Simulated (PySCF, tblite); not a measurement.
**C5H3F2O radical: geometry, infrared bands and EPR parameters**

Aim: predict the infrared bands and EPR parameters of C5H3F2O radical (`[CH2]C(=O)C#CC(F)F`).

The runs use tblite 0.8.0 and PySCF 2.14.0, with density-fitted response routines of our own; the level of theory stands in each step. All values are computed, except where a source is named. Atoms count from 0, in the outputs and in this text.

### Step 1. The molecule as given

11 atoms, charge 0, multiplicity 2; geometry from: force field or distance geometry start.

Bonds of the start (Å): C0–C1 1.51, C1–O2 1.24, C1–C3 1.45, C3–C4 1.21, C4–C5 1.47, C5–F6 1.37, C5–F7 1.37, C0–H8 1.13, C0–H9 1.10, C5–H10 1.11.

### Step 2. Optimising the geometry with GFN2-xTB

Job settings and geometry (Å):

```
{"job": {"kind": "relax", "xc": "GFN2-xTB", "basis": "xTB"}, "charge": 0, "multiplicity": 2}
C      2.483200     0.029300     0.917000
C      1.363000     0.959100     0.531300
O      1.441400     2.192700     0.630100
C      0.113800     0.420300     0.027700
C     -0.935900    -0.021500    -0.367700
C     -2.205600    -0.569100    -0.871300
F     -2.506700    -1.688500    -0.132900
F     -3.239600     0.317000    -0.735000
H      2.113300    -0.991600     0.607700
H      3.393400     0.216200     0.330400
H     -2.015000    -0.861200    -1.923400
```

On the command line:

```sh
$ OMP_NUM_THREADS=1 python probes_run.py task.json out
```

This one command runs all jobs of the session in turn.

Log:

```text
step      E/eV     max force
  0    -695.75963    4.224
  1    -696.06446    2.636
  2    -696.31336    1.625
  3    -696.42883    1.916
  4    -696.44914    3.255
  5    -696.51056    0.694
  6    -696.52352    0.534
  7    -696.54711    0.339
  8    -696.55452    0.290
  9    -696.56367    0.242
 10    -696.56911    0.183
 11    -696.57220    0.162
 12    -696.57468    0.197
 13    -696.57890    0.262
 14    -696.58415    0.264
 15    -696.58872    0.163
 16    -696.59141    0.160
 17    -696.59396    0.150
 18    -696.59730    0.214
 19    -696.60094    0.194
 20    -696.60454    0.164
 21    -696.60758    0.179
 22    -696.61071    0.155
 23    -696.61353    0.157
 24    -696.61552    0.108
 25    -696.61666    0.096
 26    -696.61804    0.105
 27    -696.61919    0.110
 28    -696.62012    0.099
 29    -696.62073    0.081
 30    -696.62120    0.066
 31    -696.62168    0.060
 32    -696.62231    0.061
 33    -696.62295    0.087
 34    -696.62355    0.069
 35    -696.62409    0.079
 36    -696.62467    0.074
 37    -696.62551    0.076
 38    -696.62671    0.114
 39    -696.62773    0.084
 40    -696.62816    0.049
 41    -696.62834    0.037
 42    -696.62845    0.033
 43    -696.62854    0.030
 44    -696.62862    0.029
 45    -696.62868    0.021
 46    -696.62873    0.015
 47    -696.62876    0.013
 48    -696.62878    0.013
 49    -696.62881    0.022
 50    -696.62886    0.022
 51    -696.62895    0.032
 52    -696.62910    0.046
 53    -696.62930    0.050
 54    -696.62949    0.039
 55    -696.62963    0.034
 56    -696.62975    0.033
 57    -696.62993    0.039
 58    -696.63023    0.054
 59    -696.63070    0.079
 60    -696.63127    0.086
 61    -696.63206    0.086
 62    -696.63296    0.104
 63    -696.63358    0.060
 64    -696.63348    0.178
 65    -696.63431    0.043
 66    -696.63459    0.032
 67    -696.63518    0.070
 68    -696.63542    0.048
 69    -696.63579    0.051
 70    -696.63607    0.043
 71    -696.63578    0.107
 72    -696.63630    0.033
 73    -696.63644    0.045
 74    -696.63666    0.057
 75    -696.63688    0.062
 76    -696.63724    0.028
 77    -696.63733    0.031
 78    -696.63742    0.033
 79    -696.63758    0.041
 80    -696.63781    0.038
 81    -696.63821    0.046
 82    -696.63794    0.137
 83    -696.63852    0.050
 84    -696.63866    0.036
 85    -696.63881    0.032
 86    -696.63865    0.132
 87    -696.63925    0.030
 88    -696.63941    0.037
 89    -696.63957    0.084
 90    -696.63987    0.042
 91    -696.64004    0.041
 92    -696.64073    0.054
 93    -696.64099    0.051
 94    -696.64133    0.050
 95    -696.64159    0.046
 96    -696.64185    0.045
 97    -696.64204    0.041
 98    -696.64215    0.030
 99    -696.64219    0.015
100    -696.64220    0.010
101    -696.64220    0.006
```

Run time: 0.48 s. Hardware: 1 thread of Arm Neoverse V1, shared host.

Relaxation path: (not every step is listed)

```tsv
step	energy from step 0 (eV)	largest force (eV/Å)
0	0.0000	4.2236
1	-0.3048	2.6358
2	-0.5537	1.6247
3	-0.6692	1.9159
4	-0.6895	3.2550
5	-0.7509	0.6943
6	-0.7639	0.5341
7	-0.7875	0.3385
8	-0.7949	0.2902
16	-0.8318	0.1600
24	-0.8559	0.1076
32	-0.8627	0.0614
40	-0.8685	0.0486
48	-0.8691	0.0126
56	-0.8701	0.0330
64	-0.8738	0.1782
72	-0.8767	0.0333
80	-0.8782	0.0381
88	-0.8798	0.0369
96	-0.8822	0.0455
97	-0.8824	0.0409
98	-0.8825	0.0304
99	-0.8826	0.0150
100	-0.8826	0.0102
101	-0.8826	0.0062
```

Distances of close pairs at the start and the end, largest changes first:

```tsv
bond	before (Å)	after (Å)	change (Å)
C0–C1	1.506	1.419	-0.087
C0–H8	1.129	1.075	-0.054
C0–H9	1.099	1.077	-0.022
C5–F6	1.374	1.358	-0.017
C4–C5	1.472	1.456	-0.016
C5–F7	1.369	1.354	-0.014
C1–O2	1.240	1.229	-0.011
C5–H10	1.108	1.104	-0.004
```

The final coordinates are the input of the step that follows.

### Step 3. Harmonic vibrations with GFN2-xTB

Job settings and geometry (Å):

```
{"job": {"kind": "ir", "xc": "GFN2-xTB", "basis": "xTB"}, "charge": 0, "multiplicity": 2}
C      2.350314     0.019010     0.809558
C      1.457311     0.941718     0.204663
O      1.721416     2.120563    -0.019979
C      0.165845     0.382599    -0.143738
C     -0.921013    -0.003465    -0.485100
C     -2.225414    -0.545662    -0.835896
F     -2.248441    -1.894478    -0.681123
F     -3.196293    -0.049352    -0.032973
H      2.065358    -1.003272     0.982572
H      3.332226     0.352935     1.098195
H     -2.495885    -0.317925    -1.882222
```

Log:

```text
mode    cm-1     km/mol
  1      17.5     10.88
  2      74.2      5.71
  3      98.6      4.78
  4     163.9      0.20
  5     213.8      1.91
  6     341.1      4.14
  7     364.9      0.31
  8     445.8     15.77
  9     492.2      5.17
 10     502.2      1.06
 11     540.7      4.54
 12     596.8     34.42
 13     724.3      7.00
 14     746.4     52.97
 15     967.1     14.08
 16     997.0    115.93
 17    1006.8    138.70
 18    1102.0     70.52
 19    1231.5      7.63
 20    1234.5     15.09
 21    1263.8    155.48
 22    1367.3     23.91
 23    1542.9    167.83
 24    2342.7     19.70
 25    2847.9     17.12
 26    3105.6      2.32
 27    3163.0      2.37
```

Run time: 0.25 s. Hardware: 1 thread of Arm Neoverse V1, shared host.

Which atoms move in the most intense modes:

```tsv
cm⁻¹	km/mol	atoms
597	34.4	C3 24 %, O2 14 %, C0 14 %, F6 11 %
746	53.0	C1 28 %, C0 20 %, H9 18 %, H8 14 %
997	115.9	C5 40 %, F6 25 %
1007	138.7	C5 49 %, F7 25 %
1102	70.5	C5 32 %, H10 21 %, C3 11 %
1264	155.5	H10 37 %, C5 30 %, C1 14 %
1367	23.9	H8 36 %, H9 30 %, C0 25 %
1543	167.8	C1 61 %, O2 38 %
```

### Step 4. g tensor and hyperfine couplings: B3LYP/pcH-1

The job, as its differences from that of step 3:

```diff
@@ -1,2 +1,2 @@
-{"job": {"kind": "ir", "xc": "GFN2-xTB", "basis": "xTB"}, "charge": 0, "multiplicity": 2}
+{"job": {"kind": "epr", "basis": "pcH-1"}, "charge": 0, "multiplicity": 2}
 C      2.350314     0.019010     0.809558
```

With the program's defaults for keys left out, this is: UKS B3LYP, pcH-1 on C F H O, non-relativistic, mean-field spin-orbit, GIAO.

Log:

```text
UKS, coarse grid
  cycle   1  E = -466.89825663  |g| = 7.91e-01
  cycle   2  E = -465.12636756  |g| = 2.02e+00
  cycle   3  E = -467.02645102  |g| = 4.76e-01
  cycle   4  E = -467.12919726  |g| = 8.99e-02
  cycle   5  E = -467.13166861  |g| = 4.80e-02
  cycle   6  E = -467.13259223  |g| = 2.50e-02
  cycle   7  E = -467.13285264  |g| = 1.78e-02
  cycle   8  E = -467.13302546  |g| = 6.64e-03
  cycle   9  E = -467.13307877  |g| = 2.44e-03
  cycle  10  E = -467.13308671  |g| = 1.15e-03
  cycle  11  E = -467.13308989  |g| = 4.65e-04
UKS, final grid
  cycle   1  E = -467.13309331  |g| = 7.11e-04
  cycle   2  E = -467.13309262  |g| = 1.62e-03
  cycle   3  E = -467.13309362  |g| = 1.40e-04
  cycle   4  E = -467.13309364  |g| = 9.89e-05
  cycle   5  E = -467.13309368  |g| = 6.26e-05
  cycle   6  E = -467.13309368  |g| = 1.88e-05
E = -467.13309368 Eh   <S^2> = 0.7674 (exact 0.7500)
g shifts (ppm)      1          2          3
  rmc          -190       -190       -190
  gc             -8         40         39
  oz_so          -0       2174       6635
  total        -199       2023       6484
hyperfine (MHz)  atom isotope    a_iso     a_fc   dipolar eigenvalues
    0   13C      67.00      67.00    -65.35    -64.74    130.10
    1   13C     -44.60     -44.60    -17.05      4.89     12.16
    2   17O     -21.22     -21.22   -103.70     51.48     52.22
    3   13C      -1.32      -1.32     -1.03      0.46      0.57
    4   13C      -1.27      -1.27     -0.81     -0.29      1.10
    5   13C       0.08       0.08     -0.16     -0.13      0.29
    6   19F      -0.88      -0.88     -0.56     -0.24      0.80
    7   19F      -1.28      -1.28     -0.48     -0.28      0.76
    8    1H     -52.85     -52.85    -31.36     -1.87     33.23
    9    1H     -51.57     -51.57    -29.30     -2.49     31.79
   10    1H      -0.01      -0.01     -0.44     -0.39      0.83
```

Run time: 50 s. Hardware: 1 thread of Arm Neoverse V1, shared host; peak memory 0.77 GiB.

Principal g values 2.00212, 2.00434, 2.00880; g(iso) = 2.00509, against 2.00232 for a free electron.

Hyperfine couplings; where a row names several nuclei, a(iso) is their mean (it holds for fast rotation or exchange) and the dipolar term the largest among them:

```tsv
nuclei	isotope	a(iso) (MHz)	a(iso) (G, at g = 2.0023)	largest dipolar term (MHz)
C0	13C	67.0	23.9	130.1
H8, H9	1H	-52.2	-18.6	33.2
C1	13C	-44.6	-15.9	-17.0
O2	17O	-21.2	-7.6	-103.7
C3	13C	-1.3	-0.5	-1.0
C4	13C	-1.3	-0.5	1.1
F6, F7	19F	-1.1	-0.4	0.8
C5	13C	0.1	0.0	0.3
H10	1H	0.0	0.0	0.8
```

Mulliken spin populations:

```tsv
atom	value (e)
C0	0.86
C1	-0.13
O2	0.34
C3	0.01
C4	0.00
C5	0.00
F6	0.00
F7	0.00
H8	-0.03
H9	-0.04
H10	0.00
```

In first order the couplings over 0.8 MHz of 1H, 19F give 9 distinct lines over 38.0 G, if the averaged nuclei exchange fast; the same motion can average rows kept apart here too.

Orbitals, density, ELF and potential are computed afterwards from the orbital file.

ELF in a plane through or near 9 of the atoms.

Ten even steps from '0' (0.00) to '9' (1.00):
```
0000000000000000000000000000
0000000000000000000000000000
0000000000000000000000000000
0000000000000000000000000000
0000000289930000012321000000
0000000599960000037775200000
0000122599950020048678400000
0001797689910353017577400000
0004999665402676424762000000
0005999736526686583331000000
0001796366287875295262000000
0000000032768287573441000000
0000001478644587630110000000
0000016872740155510000000000
0000026884971023200000000000
0000003688872000000000000000
0000000124430000000000000000
0000000000000000000000000000
0000000000000000000000000000
0000000000000000000000000000
```
The map spans 12.3 Å across and 8.8 Å up, centred on the molecule. Atoms in the plane (x, y in Å): C0 (-2.5, 0.5), C1 (-1.6, -0.6), O2 (-2.1, -1.8), C3 (-0.2, -0.4), C4 (1.0, -0.2), C5 (2.4, 0.0), F6 (2.7, 1.4), H8 (-2.0, 1.5), H9 (-3.5, 0.4).

On the surface of density 0.002 e/bohr³ the electrostatic potential runs, from the 1st to the 99th percentile, from -1.40 V near O2 to 1.54 V near H8.

The spin density lies nearest to C0 49 %; O2 27 %; C1 8 % (beta excess); H8, H9 about 7 % each.

### Step 5. Summary of results

| quantity | value |
| --- | --- |
| strongest single infrared mode (GFN2-xTB) | 1543 cm⁻¹, 168 km/mol |
| zero-point energy (GFN2-xTB) | 39.3 kcal/mol |
| g(iso) (B3LYP) | 2.00509 |
| ⟨S²⟩ | 0.767 (exact 0.75) |
| largest a(iso) (averaged by class) | 13C on C0, 67.0 MHz |
| potential on the surface of density 0.002 e/bohr³, 1st and 99th percentile | -1.40 V and 1.54 V |

Over 101 steps the energy fell by 0.883 eV; of the close pairs, C0–C1 changed most, 1.506 to 1.419 Å. No mode is imaginary among the 27: a minimum at this level. The strongest single mode, at 1543 cm⁻¹, moves mainly C1 and O2. GFN2-xTB is a fitted tight-binding method: band positions and strengths are rough. Its intensities can rank the bands wrongly. C0 carries the largest spin population, 0.86 e. The isotropic g lies 2.8 ppt above the free-electron value. The conformer search found further structures of the same energy, which may be mirror or relabelled copies of this one.
